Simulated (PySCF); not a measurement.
**The bond of NaGa+, level by level**

An exercise on one series of results from a longer session: the logs are not shown, and one member is left open.

Computed with PySCF 2.14.0. Level: Na aug-pcseg-1, Ga aug-pcseg-1, no relativity.

Set-up of the first run:

The job is set up so:

| Quantity | Value |
| --- | --- |
| atoms | Na, Ga |
| charge | 1 |
| basis | Na aug-pcseg-1, Ga aug-pcseg-1 |
| Hamiltonian | no relativity |
| basis functions | 50 |
| electrons treated | 41 |
| masses in u | 22.9898, 68.9256 |
| levels | PBE0, PBE, r²SCAN, TPSS, PW91, MN15, HF, MP2, SCS-MP2, CCSD, CCSD(T) |
| grid | 80 radial by 434 angular points |
| occupations | held fixed by the projection of orbital angular momentum |
| dissociation limit | Na+ + Ga, each in its ground configuration |
| starting distance in angstrom | 2.880 |
| values of 2S to try | 1, 3 |

Launch:

```
> OMP_NUM_THREADS=1 python dia.py task.json out
```

Among the steps run: Set-up; The PBE0 curve of the state that the search chose; Other states along the same grid; PBE (GGA); r²SCAN; TPSS (meta-GGA); PW91 (GGA); MN15; UHF (mean field); Adding correlation.

One table of the session follows, with a row left open; its other results are not shown here.

Energy (eV) from each level's lowest point:

| R (Å) | UHF | UHF-MP2 | UHF-SCS-MP2 | UHF-CCSD | UHF-CCSD(T) |
| --- | --- | --- | --- | --- | --- |
| 2.957 | 0.150 | 0.148 | 0.153 | n/a | n/a |
| 3.094 | 0.074 | 0.073 | 0.076 | 0.076 | 0.076 |
| 3.232 | 0.028 | 0.028 | 0.030 | 0.030 | 0.029 |
| 3.335 | ? | ? | ? | ? | ? |
| 3.438 | 0.000 | 0.000 | 0.001 | 0.001 | 0.001 |
| 3.541 | 0.000 | 0.000 | 0.000 | 0.000 | 0.000 |
| 3.679 | 0.010 | 0.010 | 0.009 | 0.010 | 0.010 |
| 3.851 | 0.035 | 0.035 | 0.034 | 0.034 | 0.035 |
| 4.057 | 0.078 | 0.078 | 0.076 | 0.078 | 0.078 |
| 4.332 | 0.150 | 0.149 | 0.147 | n/a | n/a |

**Question.** Estimate the row for R (Å) = 3.335.

Worked estimate for «UHF». A straight line through the neighbours (3.232, 0.028) and (3.438, 0.000) gives 0.028 + (0.000 − 0.028) × (3.335 − 3.232) / (3.438 − 3.232) = 0.014; a parabola fitted to 4 rows on both sides gives 0.008.

**Answer.** UHF: 0.009; UHF-MP2: 0.009; UHF-SCS-MP2: 0.010; UHF-CCSD: 0.010; UHF-CCSD(T): 0.010. In «UHF» the line misses by +0.005 and the parabola by -0.001.
